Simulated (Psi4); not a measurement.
**CCSD(T)/6-31G(d) (spherical functions) run of SiNH4ClO (SMILES N[SiH](O)Cl)**

What is the vertical singlet–triplet gap of SiNH4ClO at CCSD(T)/6-31G* (spherical functions)? 

The calculation is run with Psi4 1.11.

### 1 The molecule

The species is SiNH4ClO (8 atoms), meant as a singlet with charge 0. As SMILES, `N[SiH](O)Cl`. Geometry: relaxed at PBE0-D4/def2-TZVP. This is one conformer, not always the lowest.

Bond lengths: N1–Si2 1.700 Å, Si2–O3 1.631 Å, Si2–Cl4 2.058 Å, N1–H5 1.006 Å, N1–H6 1.007 Å, Si2–H7 1.474 Å, O3–H8 0.960 Å. Angles: N1–Si2–O3 111.2°, N1–Si2–Cl4 104.5°, O3–Si2–Cl4 112.6°, N1–Si2–H7 117.4°, O3–Si2–H7 103.8°, Cl4–Si2–H7 107.5°, Si2–N1–H5 120.7°, Si2–N1–H6 121.4°, Si2–O3–H8 116.7°, H5–N1–H6 112.4°.

### 2 The energy at CCSD(T)/6-31G(d) (spherical functions)

clh4nosi.inp

```
memory 2200 mb

molecule {
  0 1
  N     -0.749800     0.885600    -0.289000
  Si     0.524400    -0.226200    -0.115300
  O      0.551300    -0.861300     1.386900
  Cl     0.173100    -1.641600    -1.566900
  H     -1.217200     0.998000    -1.172700
  H     -0.806900     1.712400     0.283000
  H      1.896700     0.277200    -0.308600
  H     -0.279500    -1.201200     1.726700
  symmetry c1
}

set {
  basis 6-31G*
  puream true
  e_convergence 1e-09
  d_convergence 1e-08
  scf_type pk
  num_frozen_docc 12
}

E, wfn = energy("ccsd(t)", return_wfn=True)
```

Run with:

```sh
psi4 -n 1 clh4nosi.inp clh4nosi.out
```

clh4nosi.out:

```text
[...]
  Running in c1 symmetry.
[...]
  Nuclear repulsion =  228.759091773363366
[...]
  Multiplicity = 1
[...]
  Nalpha       = 25
  Nbeta        = 25
[...]
    Number of basis functions: 72
[...]
   @RHF iter   1:  -880.02460910204923   -5.53051e-01   7.55310e-03 DIIS/ADIIS
[...]
   @RHF iter  12:  -880.16208910598402    3.41061e-13   2.70993e-09 DIIS
[...]
    Orbital Energies [Eh]
    ---------------------
    Doubly Occupied:
       1A   -104.798957     2A    -68.834892     3A    -20.572328
       4A    -15.553872     5A    -10.541242     6A     -8.009315
       7A     -8.006925     8A     -8.006860     9A     -6.185549
      10A     -4.293344    11A     -4.292181    12A     -4.291037
      13A     -1.356030    14A     -1.158569    15A     -1.087828
      16A     -0.763284    17A     -0.683921    18A     -0.668442
      19A     -0.579595    20A     -0.577817    21A     -0.529326
      22A     -0.501478    23A     -0.461159    24A     -0.453790
      25A     -0.424547
[...]
  @RHF Final Energy:  -880.16208910598402
   => Energetics <=
    Nuclear Repulsion Energy =            228.7590917733633660
    One-Electron Energy =               -1672.5777894200075480
    Two-Electron Energy =                 563.6566085406600450
    Total Energy =                       -880.1620891059840233
[...]
 Multipole Moments:
 ------------------------------------------------------------------------------------
     Multipole            Electronic (a.u.)      Nuclear  (a.u.)        Total (a.u.)
 ------------------------------------------------------------------------------------
 L = 1.  Multiply by 2.5417464519 to convert [e a0] to [Debye]
 Dipole X            :          0.3773300           -1.0728176           -0.6954876
 Dipole Y            :         -4.1039967            5.0317101            0.9277135
 Dipole Z            :         -2.7904669            3.0944870            0.3040201
 Magnitude           :                                                    1.1986590
[...]
      * MP2 total energy                      = -880.707517705357077
[...]
      * CCSD total energy                     = -880.742687572859722
[...]
      * CCSD(T) total energy                  = -880.754304339988721
[...]
```

Run time: 19 s. Hardware: 1 thread of AMD EPYC 7R43 (Zen 3), shared host; peak memory 0.36 GiB.

### 3 The triplet at the same level

calc.py

```python
import psi4

psi4.set_memory(2200000000)
psi4.set_num_threads(1)
psi4.set_output_file('clh4nosi.out', False)

molecule = psi4.geometry("""
0 3
N     -1.41691665     1.67354146    -0.54613085
Si     0.99097238    -0.42745605    -0.21788542
O      1.04180601    -1.62762111     2.62086116
Cl     0.32711159    -3.10217441    -2.96101186
H     -2.30017464     1.88594667    -2.21608183
H     -1.52482001     3.23596702     0.53479249
H      3.58424354     0.52383208    -0.58316948
H     -0.52817845    -2.26993902     3.26299010
units bohr
symmetry c1
""")

options = {'basis': '6-31G*', 'reference': 'uhf', 'puream': True, 'e_convergence': 1e-09, 'd_convergence': 1e-08, 'scf_type': 'pk', 'num_frozen_docc': 12, 'maxiter': 100}
psi4.set_options(options)

e_tot = psi4.energy("ccsd(t)")
print(f'ccsd(t) energy: {e_tot:.10f} Eh')
for k, v in sorted(psi4.core.scalar_variables().items()):
    print(f'{k:45s} {v:18.10f}')
```

Run with:

```sh
python calc.py
```

clh4nosi.out:

```text
[...]
  Running in c1 symmetry.
[...]
  Nuclear repulsion =  228.759091881909143
[...]
  Multiplicity = 3
[...]
  Nalpha       = 26
  Nbeta        = 24
[...]
    Number of basis functions: 72
[...]
   @UHF iter   1:  -879.64163196712855   -1.70074e-01   7.71337e-03 DIIS/ADIIS
[...]
   @UHF iter  25:  -879.90453953111876   -5.79803e-12   8.42690e-09 DIIS
[...]
   @S^2 Observed:                2.007541602E+00
[...]
    Orbital Energies [Eh]
    ---------------------
    Alpha Occupied:
       1A   -104.814867     2A    -68.865384     3A    -20.586628
       4A    -15.696477     5A    -10.557076     6A     -8.025044
       7A     -8.022821     8A     -8.022593     9A     -6.218917
      10A     -4.326815    11A     -4.325117    12A     -4.323726
      13A     -1.375388    14A     -1.328827    15A     -1.108407
      16A     -0.811896    17A     -0.786915    18A     -0.735988
      19A     -0.675909    20A     -0.611709    21A     -0.578324
      22A     -0.559493    23A     -0.516463    24A     -0.477365
      25A     -0.471664    26A     -0.098834
    Alpha Virtual:
[...]
  @UHF Final Energy:  -879.90453953111876
   => Energetics <=
    Nuclear Repulsion Energy =            228.7590918819091428
    One-Electron Energy =               -1670.5781376911568259
    Two-Electron Energy =                 561.9145062781288971
    Total Energy =                       -879.9045395311187576
  UHF NO Occupations:
  HONO-2 :   24  A 1.9975333
  HONO-1 :   25  A 1.0000000
[...]
 Multipole Moments:
 ------------------------------------------------------------------------------------
     Multipole            Electronic (a.u.)      Nuclear  (a.u.)        Total (a.u.)
 ------------------------------------------------------------------------------------
 L = 1.  Multiply by 2.5417464519 to convert [e a0] to [Debye]
 Dipole X            :          0.3823704           -1.0728176           -0.6904472
 Dipole Y            :         -4.8541972            5.0317101            0.1775129
 Dipole Z            :         -2.9771244            3.0944870            0.1173626
 Magnitude           :                                                    0.7224972
[...]
      * MP2 total energy                      = -880.425989882006547
[...]
      * CCSD total energy                     = -880.467824295374726
[...]
      * CCSD(T) total energy                     = -880.480407826711144
```

Run time: 63 s. Hardware: 1 thread of AMD EPYC 7R43 (Zen 3), shared host; peak memory 0.37 GiB.

### 4 Summary of results

Level: CCSD(T)/6-31G* (spherical functions), 12 core orbitals frozen.

| quantity | value |
| --- | --- |
| singlet: total energy | -880.75430 Eh |
| singlet: HOMO energy (Hartree–Fock orbitals) | -11.55 eV |
| singlet: LUMO energy (Hartree–Fock orbitals) | 4.81 eV |
| singlet: HOMO–LUMO gap (Hartree–Fock orbitals) | 16.36 eV |
| singlet: correlation energy (12 core orbitals frozen) | -592.2 mEh |
| singlet: (T) correction | -11.62 mEh |
| singlet: T1 diagnostic | 0.010 |
| triplet: total energy | -880.48041 Eh |
| triplet: HOMO energy (Hartree–Fock orbitals) (highest over α and β) | -2.69 eV |
| triplet: LUMO energy (Hartree–Fock orbitals) (lowest over α and β) | -0.41 eV |
| triplet: correlation energy (12 core orbitals frozen) | -575.9 mEh |
| triplet: (T) correction | -12.58 mEh |
| triplet: ⟨S²⟩ of the reference determinant | 2.008 |
| triplet: T1 diagnostic | 0.026 |
| vertical energy of the triplet above the singlet | 7.453 eV |

In words: At this shape the triplet lies 7.45 eV (172 kcal/mol) above the singlet. The triples (singlet) make up 2.0 % of the correlation energy. The triples (triplet) make up 2.2 % of the correlation energy.
